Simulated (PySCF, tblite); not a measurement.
# CH9NSi2+ (doublet): geometry, infrared bands and EPR parameters

Wanted: the infrared bands and EPR parameters of CH9NSi2+ (doublet) (`C[Si@@H]([NH2+])[SiH3]`), by calculation.

Computed with tblite 0.8.0 and PySCF 2.14.0, with density-fitted response routines of our own, on a single molecule in the gas phase. Atoms are numbered from 0 throughout.

## 1. The molecule as given

13 atoms, charge 1, multiplicity 2; geometry from: force field or distance geometry start.

Bonds of the start (Å): C0–Si1 1.85, Si1–N2 1.70, Si1–Si3 2.34, C0–H4 1.10, C0–H5 1.09, C0–H6 1.09, Si1–H7 1.46, N2–H8 1.02, N2–H9 1.02, Si3–H10 1.48, Si3–H11 1.50, Si3–H12 1.48.

## 2. Optimising the geometry with GFN2-xTB

What the job is given:

```
{"job": {"kind": "relax", "xc": "GFN2-xTB", "basis": "xTB"}, "charge": 1, "multiplicity": 2}
C     -1.080000    -1.415900     0.258500
Si    -0.438600     0.169500    -0.455800
N     -1.202200     1.500500     0.277400
Si     1.890100     0.192000    -0.190800
H     -2.174500    -1.483500     0.136600
H     -0.884100    -1.492900     1.328300
H     -0.643300    -2.281100    -0.236100
H     -0.748900     0.259600    -1.884300
H     -0.920600     2.366300    -0.178800
H     -0.959800     1.594700     1.259400
H      2.444600     1.441300    -0.750200
H      2.213000     0.135300     1.270800
H      2.499900    -0.985400    -0.852700
```

Run with:

```
$ OMP_NUM_THREADS=1 python probes_run.py task.json out
```

This one command runs all jobs of the session in turn.

The log of the run:

```text
step      E/eV     max force
  0    -344.26975    2.167
  1    -344.41908    1.436
  2    -344.59271    0.750
  3    -344.65877    0.583
  4    -344.71253    0.378
  5    -344.73366    0.405
  6    -344.74729    0.265
  7    -344.75585    0.190
  8    -344.76226    0.222
  9    -344.76773    0.201
 10    -344.77140    0.143
 11    -344.77364    0.121
 12    -344.77525    0.090
 13    -344.77686    0.093
 14    -344.77799    0.064
 15    -344.77858    0.056
 16    -344.77895    0.048
 17    -344.77937    0.053
 18    -344.77990    0.069
 19    -344.78061    0.074
 20    -344.78145    0.079
 21    -344.78227    0.080
 22    -344.78293    0.083
 23    -344.78353    0.087
 24    -344.78426    0.088
 25    -344.78527    0.091
 26    -344.78640    0.089
 27    -344.78734    0.084
 28    -344.78803    0.090
 29    -344.78873    0.101
 30    -344.78947    0.084
 31    -344.78997    0.042
 32    -344.79024    0.051
 33    -344.79044    0.054
 34    -344.79077    0.060
 35    -344.79133    0.071
 36    -344.79193    0.056
 37    -344.79232    0.045
 38    -344.79252    0.031
 39    -344.79270    0.036
 40    -344.79294    0.039
 41    -344.79314    0.027
 42    -344.79325    0.023
 43    -344.79330    0.021
 44    -344.79336    0.018
 45    -344.79343    0.019
 46    -344.79349    0.017
 47    -344.79353    0.017
 48    -344.79356    0.015
 49    -344.79360    0.017
 50    -344.79365    0.017
 51    -344.79369    0.012
 52    -344.79371    0.009
```

It took 0.2 s on 1 thread of Arm Neoverse V2, shared host.

Relaxation path: (not every step is listed)

```
step  energy from step 0 (eV)  largest force (eV/Å)
   0                   0.0000                2.1665
   1                  -0.1493                1.4358
   2                  -0.3230                0.7502
   3                  -0.3890                0.5834
   4                  -0.4428                0.3783
   5                  -0.4639                0.4054
   6                  -0.4775                0.2645
   7                  -0.4861                0.1900
   8                  -0.4925                0.2224
  11                  -0.5039                0.1208
  14                  -0.5082                0.0638
  17                  -0.5096                0.0534
  20                  -0.5117                0.0788
  23                  -0.5138                0.0868
  26                  -0.5167                0.0889
  29                  -0.5190                0.1006
  32                  -0.5205                0.0512
  35                  -0.5216                0.0712
  38                  -0.5228                0.0310
  41                  -0.5234                0.0273
  44                  -0.5236                0.0177
  47                  -0.5238                0.0168
  48                  -0.5238                0.0153
  49                  -0.5239                0.0171
  50                  -0.5239                0.0170
  51                  -0.5239                0.0124
  52                  -0.5240                0.0088
```

Distances of close pairs at the start and the end, largest changes first:

```
   bond  before (Å)  after (Å)  change (Å)
Si1–Si3       2.344      2.606      +0.262
Si3–H11       1.498      1.457      -0.041
 C0–Si1       1.853      1.887      +0.034
Si3–H12       1.482      1.457      -0.025
Si3–H10       1.477      1.456      -0.021
  C0–H4       1.103      1.088      -0.016
  N2–H8       1.018      1.008      -0.011
 Si1–H7       1.465      1.455      -0.009
```

The next job starts from the end point, and lists it.

## 3. Vibrational analysis with GFN2-xTB

What the job is given:

```
{"job": {"kind": "ir", "xc": "GFN2-xTB", "basis": "xTB"}, "charge": 1, "multiplicity": 2}
C     -1.033289    -1.409139     0.293028
Si    -0.518744     0.200342    -0.546877
N     -1.044488     1.573599     0.294915
Si     2.061031     0.108478    -0.188424
H     -2.111495    -1.533222     0.219451
H     -0.775405    -1.418253     1.349740
H     -0.574763    -2.278694    -0.170184
H     -0.641383     0.406569    -1.982324
H     -1.106351     2.497594    -0.102498
H     -1.361047     1.566738     1.252384
H      2.497839     1.361338    -0.787871
H      2.181340     0.029167     1.261696
H      2.422368    -1.104032    -0.910764
```

The log of the run:

```text
mode    cm-1     km/mol
  1      28.3      0.00
  2      91.7      0.78
  3     106.4      0.03
  4     123.3      6.47
  5     178.7      1.62
  6     184.0      3.99
  7     233.7      5.41
  8     328.6      4.43
  9     333.4      4.57
 10     408.7    199.38
 11     507.6     91.62
 12     576.9     38.95
 13     697.3    295.11
 14     703.8    136.89
 15     709.3    113.42
 16     711.3     42.59
 17     772.9    113.72
 18     815.5     84.78
 19     817.8     71.84
 20     982.4    123.06
 21    1349.8     25.00
 22    1430.7     10.07
 23    1435.9      9.33
 24    1463.5     90.81
 25    2304.5     84.44
 26    2317.2      5.35
 27    2342.0    269.73
 28    2349.5    241.99
 29    3026.5      6.28
 30    3029.4      4.62
 31    3041.7      5.02
 32    3452.7     89.26
 33    3487.2     27.01
```

Wall time 0.24 s (1 thread of Arm Neoverse V2, shared host).

Which atoms move in the most intense modes:

```
cm⁻¹  km/mol                                atoms
 409   199.4            H8 49 %, H9 31 %, N2 15 %
 697   295.1         H11 31 %, H12 31 %, H10 30 %
 704   136.9                   H12 55 %, H10 35 %
 709   113.4          H11 39 %, H10 20 %, C0 10 %
 773   113.7  C0 22 %, Si1 18 %, H9 17 %, H6 13 %
 982   123.1                    N2 46 %, Si1 39 %
2342   269.7                   H12 48 %, H11 45 %
2350   242.0                   H10 75 %, H12 12 %
```

## 4. EPR parameters: B3LYP/pcH-1

Settings changed since step 3:

```diff
@@ -1,2 +1,2 @@
-{"job": {"kind": "ir", "xc": "GFN2-xTB", "basis": "xTB"}, "charge": 1, "multiplicity": 2}
+{"job": {"kind": "epr", "basis": "pcH-1"}, "charge": 1, "multiplicity": 2}
 C     -1.033289    -1.409139     0.293028
```

Level: UKS B3LYP, pcH-1 on C H N Si, non-relativistic, mean-field spin-orbit, GIAO.

The log of the run:

```text
UKS, coarse grid
  cycle   1  E = -676.96018234  |g| = 3.79e-01
  cycle   2  E = -676.84033110  |g| = 6.05e-01
  cycle   3  E = -677.01507779  |g| = 1.38e-01
  cycle   4  E = -677.02426894  |g| = 3.56e-02
  cycle   5  E = -677.02487523  |g| = 9.91e-03
  cycle   6  E = -677.02492595  |g| = 3.54e-03
  cycle   7  E = -677.02493264  |g| = 1.04e-03
  cycle   8  E = -677.02493454  |g| = 3.80e-04
UKS, final grid
  cycle   1  E = -677.02497064  |g| = 4.99e-04
  cycle   2  E = -677.02497023  |g| = 1.09e-03
  cycle   3  E = -677.02497079  |g| = 8.65e-05
  cycle   4  E = -677.02497080  |g| = 4.66e-05
  cycle   5  E = -677.02497080  |g| = 1.48e-05
E = -677.02497080 Eh   <S^2> = 0.7548 (exact 0.7500)
g shifts (ppm)      1          2          3
  rmc          -167       -167       -167
  gc              5         32         29
  oz_so          66       4114       4840
  total         -97       3978       4702
hyperfine (MHz)  atom isotope    a_iso     a_fc   dipolar eigenvalues
    0   13C      26.18      26.17     -6.20     -5.91     12.11
    1  29Si      33.36      33.38    -40.95     19.71     21.24
    2   14N      15.73      15.69    -16.18    -15.90     32.08
    3  29Si     -78.91     -79.14   -103.90     51.58     52.32
    4    1H      37.43      37.43     -3.72     -0.46      4.18
    5    1H      -4.22      -4.23     -3.67     -1.49      5.16
    6    1H      -4.33      -4.34     -4.12     -0.67      4.79
    7    1H      94.27      94.27     -3.92     -1.17      5.09
    8    1H     -22.69     -22.73    -18.77     -4.59     23.36
    9    1H     -22.32     -22.37    -18.77     -4.55     23.32
   10    1H      25.60      25.59     -6.45      0.62      5.83
   11    1H      15.37      15.35     -6.34      0.31      6.03
   12    1H      43.77      43.76     -6.70      0.55      6.14
```

It took 28 s on 1 thread of Arm Neoverse V2, shared host; peak memory 0.69 GiB.

Principal g values 2.00222, 2.00630, 2.00702; g(iso) = 2.00518, against 2.00232 for a free electron.

Mean a(iso) over the nuclei that a row names, and the largest dipolar term of the row (other rows stand at the frozen geometry):

```
       nuclei  isotope  a(iso) (MHz)  a(iso) (G, at g = 2.0023)  largest dipolar term (MHz)
           H7       1H          94.3                       33.6                         5.1
          Si3     29Si         -78.9                      -28.2                      -103.9
          Si1     29Si          33.4                       11.9                       -40.9
H10, H11, H12       1H          28.2                       10.1                        -6.7
           C0      13C          26.2                        9.3                        12.1
       H8, H9       1H         -22.5                       -8.0                        23.4
           N2      14N          15.7                        5.6                        32.1
   H4, H5, H6       1H           9.6                        3.4                         5.2
```

Mulliken spin populations:

C0 0.05; Si1 0.14; N2 0.33; Si3 0.41; H4 0.02; H5 0.00; H6 0.00; H7 0.05; H8 -0.01; H9 -0.01; H10 0.01; H11 0.00; H12 0.02

In first order the couplings over 0.8 MHz of 1H, 14N give 288 distinct lines over 101.5 G, if the averaged nuclei exchange fast.

The fields below are evaluated on a grid from the run's orbitals.

ELF in a plane through or near 6 of the atoms.

Values, 10 rows by 14 columns:
```
0.00 0.00 0.00 0.00 0.00 0.00 0.00 0.00 0.00 0.00 0.00 0.00 0.00 0.00
0.00 0.00 0.00 0.00 0.00 0.00 0.00 0.02 0.02 0.00 0.00 0.00 0.00 0.00
0.00 0.00 0.00 0.00 0.00 0.00 0.13 0.93 0.91 0.15 0.00 0.00 0.00 0.00
0.00 0.00 0.65 0.98 0.68 0.01 0.14 0.59 0.78 0.69 0.18 0.00 0.00 0.00
0.00 0.04 0.99 1.00 0.98 0.40 0.54 0.14 0.59 0.39 0.01 0.00 0.00 0.00
0.00 0.01 0.17 0.47 0.13 0.34 0.86 0.15 0.87 0.55 0.80 0.41 0.00 0.00
0.00 0.00 0.21 0.97 1.00 0.86 0.06 0.32 0.62 0.79 1.00 0.93 0.00 0.00
0.00 0.00 0.08 0.89 0.99 0.60 0.00 0.92 1.00 0.66 0.08 0.02 0.00 0.00
0.00 0.00 0.00 0.00 0.00 0.00 0.00 0.01 0.11 0.02 0.00 0.00 0.00 0.00
0.00 0.00 0.00 0.00 0.00 0.00 0.00 0.00 0.00 0.00 0.00 0.00 0.00 0.00
```
The map spans 10.8 Å across and 10.5 Å up, centred on the molecule. Atoms in the plane (x, y in Å): Si1 (0.4, 0.3), H4 (2.4, -1.1), H6 (0.9, -2.1), H8 (0.6, 2.7), H10 (-2.8, 0.9), H12 (-2.3, -1.5).

log10 of the density (e/Å³) in the same plane.

Ten even steps from ' ' (-4.0) to '@' (1.3):
```
                                                        
                                                        
                          ..::::::..                    
                        ::----====--::..                
            ......  ..::--++++****++==--..              
      ..::::::::::::::--==++**####**++==::..            
    ..::--========----==++**######****==--..            
  ..::--==++******++==++++**######****==--..            
  ..::--++**####****++++****######**++==--::..          
  ..::--==****####********##@@@@##**++==----::..        
  ..::--==++****####********######******++==--::        
    ..::==++**######****++****############++==::..      
    ..::--++**######**++==++**############++==::..      
    ..::--==++******++======++##%%##****++==--::        
      ..::--====++====----==++**##**++==----::..        
        ..::::----::::::::----========--::....          
            ..........    ....::::::::..                
                                ..                      
                                                        
                                                        
```
The map spans 10.8 Å across and 10.5 Å up, centred on the molecule. Atoms in the plane (x, y in Å): Si1 (0.4, 0.3), H4 (2.4, -1.1), H6 (0.9, -2.1), H8 (0.6, 2.7), H10 (-2.8, 0.9), H12 (-2.3, -1.5).

On the surface of density 0.002 e/bohr³ the electrostatic potential runs, from the 1st to the 99th percentile, from 3.85 to 6.13 V.

The spin density lies nearest to Si3 28 %; N2 24 %; Si1 17 %.

## 5. Results

```
                                 quantity                 value
strongest single infrared mode (GFN2-xTB)  697 cm⁻¹, 295 km/mol
             zero-point energy (GFN2-xTB)         57.7 kcal/mol
                           g(iso) (B3LYP)               2.00518
                                     ⟨S²⟩    0.755 (exact 0.75)
       largest a(iso) (averaged by class)    1H on H7, 94.3 MHz
```

In words: The optimisation took 52 steps and gained 0.524 eV; among the close pairs (by a distance rule), Si1–Si3 changed most, from 2.344 to 2.606 Å. All 33 modes are real, so the xTB geometry is a minimum. The strongest single mode, at 697 cm⁻¹, has its largest shares on H11, H12 and H10 (the list is cut at 3 atoms). GFN2-xTB is a fitted tight-binding method: band positions and strengths are rough. Its intensities can rank the bands wrongly. The largest spin populations lie on Si3 (0.41 e), N2 (0.33 e). The isotropic g lies 2.9 ppt above the free-electron value.
